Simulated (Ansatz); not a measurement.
# B2W: the cost of one run

Program: Ansatz 0.2.0. Level of theory: DFT LDA, scalar-relativistic. These are calculated values, not measurements.

## Step 1: The starting structure

Symmetry: P6/mmm, No. 191, hexagonal system. The conventional cell has a = 3.020 Å, b = 3.020 Å, c = 3.050 Å, α = 90.00°, β = 90.00°, γ = 120.00°. B (site symmetry -6m2) has 3 B at 1.74 Å and 6 W at 2.32 Å in its first shell of neighbours. Around W (site symmetry 6/mmm) lie 12 B at 2.32 Å.

Structure file:

```cif
data_structure
_symmetry_space_group_name_H-M 'P 1'
_symmetry_Int_Tables_number 1
_cell_length_a 3.0200
_cell_length_b 3.0200
_cell_length_c 3.0500
_cell_angle_alpha 90.000
_cell_angle_beta 90.000
_cell_angle_gamma 120.000
_cell_volume 24.09
loop_
_atom_site_label
_atom_site_type_symbol
_atom_site_fract_x
_atom_site_fract_y
_atom_site_fract_z
_atom_site_occupancy
B1 B 0.33333 0.66667 0.50000 1
B2 B 0.66667 0.33333 0.50000 1
W1 W 0.00000 0.00000 0.00000 1
```

Atoms are numbered in the order of the input: B1, B2, W3.

## Step 2: After the deformation

Space group P6/mmm before, P6/mmm after.

## Step 3: LAPW, all electrons

input.yaml

```yaml
crystal:
  lattice:
    - [3.0502014347, 0.0, 0.0]
    - [-1.5251007174, 2.6415519291, 0.0]
    - [0.0, 0.0, 3.05]
  atoms:
    - { symbol: B, position: [0.3333333333, 0.6666666667, 0.5] }
    - { symbol: B, position: [0.6666666667, 0.3333333333, 0.5] }
    - { symbol: W, position: [0.0, 0.0, 0.0] }
kpoints:
  mp_grid: { grid: [14, 14, 12] }
  band_path:
    path:
      - [0.0, 0.0, 0.0]
      - [0.5, 0.0, 0.0]
      - [0.3333333333, 0.3333333333, 0.0]
      - [0.0, 0.0, 0.0]
      - [0.0, 0.0, 0.5]
      - [0.5, 0.0, 0.5]
      - [0.3333333333, 0.3333333333, 0.5]
      - [0.0, 0.0, 0.5]
      - [0.5, 0.0, 0.5]
    npoints: 5
scf:
  occupations: { method: fermi_dirac, width: 0.05 }
hamiltonian:
  xc: lda
  pseudopotentials: { kind: all_electron, lapw: { basis_error: 0.0005 } }
output:
  forces: true
  stress: true
  eigenvalues: true
```

Run with:

```sh
$ ansatz run input.yaml --threads 1 --pin off --max-ram 4096MiB --backend cpu --events-out ev --progress --plain --runs-dir out
```

Q: Estimate wall time and peak memory on 1 thread of AMD EPYC 7R43 (Zen 3), shared host.

About 36 s, with a peak of 0.69 GiB.
